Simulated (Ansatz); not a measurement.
# C₂H₃FSSi: small, medium and large basis sets

One table from this session's results is given with a row withheld; the runs are named, their logs left out.

Program: Ansatz 0.2.0, Gaussian basis. Level of theory: one geometry, several basis sets. These are calculated values, not measurements.

Levels to be run: PBE0-D4/def2-SVP; ωB97M-V/def2-SVP; PBE0-D4/def2-QZVPP; ωB97M-V/def2-QZVPP; the functionals' def2-TZVPP values are taken from earlier runs.

## The relaxed structure

All runs share one geometry, relaxed beforehand with PBE0-D4 in a triple-zeta def2 set.

SMILES `FC1=C(S)[SiH2]1`, 8 atoms, charge 0, spin multiplicity 1.

Atoms are counted from 1 here; the program's logs count them from 0.

Bond lengths: F1–C2 1.323 Å, C2–C3 1.330 Å, C2–Si5 1.787 Å, C3–S4 1.716 Å, C3–Si5 1.834 Å, S4–H6 1.346 Å, Si5–H7 1.484 Å, Si5–H8 1.484 Å. Angles: F1–C2–C3 134.2°, F1–C2–Si5 155.5°, C3–C2–Si5 70.3°, C2–C3–S4 142.5°, C2–C3–Si5 66.6°, S4–C3–Si5 150.8°, C3–S4–H6 97.7°, C2–Si5–C3 43.1°, C2–Si5–H7 122.6°, C2–Si5–H8 122.6°, C3–Si5–H7 121.2°, C3–Si5–H8 121.2°, H7–Si5–H8 110.6°.

The first run:

File in.yaml:

```yaml
crystal:
  periodic: [false, false, false]
  atoms:
    - {symbol: F, position_ang: [1.510910, 1.594258, 0.025514]}
    - {symbol: C, position_ang: [0.798701, 0.479109, 0.022444]}
    - {symbol: C, position_ang: [-0.501895, 0.209497, -0.044749]}
    - {symbol: S, position_ang: [-2.043580, 0.954626, -0.161535]}
    - {symbol: Si, position_ang: [0.547405, -1.289822, 0.069284]}
    - {symbol: H, position_ang: [-1.624981, 2.233968, -0.181428]}
    - {symbol: H, position_ang: [0.774408, -2.161738, -1.109936]}
    - {symbol: H, position_ang: [0.631030, -2.076898, 1.324606]}
basis:
  gaussian: {orbitals: def2-SVP}
hamiltonian: {xc: pbe0, dispersion: d4}
output: {orbitals: {seedname: orbitals}}
```

On the command line:

```sh
$ ansatz run in.yaml --threads 2 --pin off --events-out ev --progress --plain --max-ram 4352MiB
```

Steps of the session up to this table: PBE0-D4 in def2-SVP; ωB97M-V in def2-SVP; PBE0-D4 in def2-QZVPP; ωB97M-V in def2-QZVPP.

One table of the session follows, with a row left open; its other results are not shown here.

It belongs to the step «Functionals by basis». 

| functional | basis | HOMO (eV) |
| --- | --- | --- |
| PBE0-D4 | def2-SVP | -6.77 |
| PBE0-D4 | def2-TZVPP | -6.87 |
| PBE0-D4 | def2-QZVPP | -6.90 |
| ωB97M-V | def2-SVP | -8.78 |
| ωB97M-V | def2-TZVPP | -8.93 |
| ωB97M-V | def2-QZVPP | ? |

Q: Estimate the row for ωB97M-V, def2-QZVPP from the others.

As computed: HOMO (eV): -8.96. In the column «HOMO (eV)» it is the lowest.
